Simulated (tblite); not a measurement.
# C4H15NSi2: the cost of one run

Programs: tblite 0.8.0 and PySCF 2.14.0, with density-fitted response routines of our own. Each step states its level of theory. These are calculated values for one molecule, in the gas phase or a continuum, unless marked as measured. Atoms are numbered from 0 throughout.

## (1) The starting structure

22 atoms, charge 0, multiplicity 1; geometry from: force field or distance geometry start.

Bonds of the start (Å): C0–C1 1.51, C1–C2 1.52, C1–C3 1.53, C1–Si4 1.84, Si4–Si5 2.19, Si5–N6 1.79, C0–H7 1.10, C0–H8 1.10, C0–H9 1.13, C2–H10 1.10, C2–H11 1.12, C2–H12 1.13, C3–H13 1.12, C3–H14 1.09, C3–H15 1.11, Si4–H16 1.48, Si4–H17 1.49, Si5–H18 1.48, Si5–H19 1.48, N6–H20 1.04, N6–H21 1.03.

## (2) Optimising the geometry with GFN2-xTB

What the job is given:

```
{"job": {"kind": "relax", "xc": "GFN2-xTB", "basis": "xTB"}, "charge": 0, "multiplicity": 1}
C     -1.913300    -0.217000    -1.286700
C     -1.035400     0.087400    -0.098000
C     -1.091300    -0.976300     0.979900
C     -1.606500     1.360100     0.521800
Si     0.661500     0.411800    -0.731100
Si     2.249100    -0.876400     0.064000
N      3.565400     0.169200     0.690700
H     -1.613800     0.459200    -2.098800
H     -1.833800    -1.262100    -1.605700
H     -2.963800     0.051500    -0.978400
H     -0.303000    -1.733900     0.886700
H     -1.049800    -0.476800     1.977700
H     -2.128300    -1.428000     0.964900
H     -2.576800     1.037900     0.972600
H     -1.742200     2.163800    -0.206700
H     -0.916700     1.630900     1.352600
H      1.004800     1.819700    -0.429900
H      0.649100     0.291500    -2.212200
H      1.741900    -1.803400     1.099100
H      2.857100    -1.634400    -1.050500
H      4.513300    -0.192600     0.455000
H      3.522100     1.137100     0.331400
```

The run is started by

```sh
$ OMP_NUM_THREADS=1 python probes_run.py task.json out
```

This one command runs all jobs of the session in turn.

**Question.** How long does this first job take on 1 thread of Arm Neoverse N1, shared host, and how much memory does it need?

About 2.8 s, with a peak of 0.18 GiB.
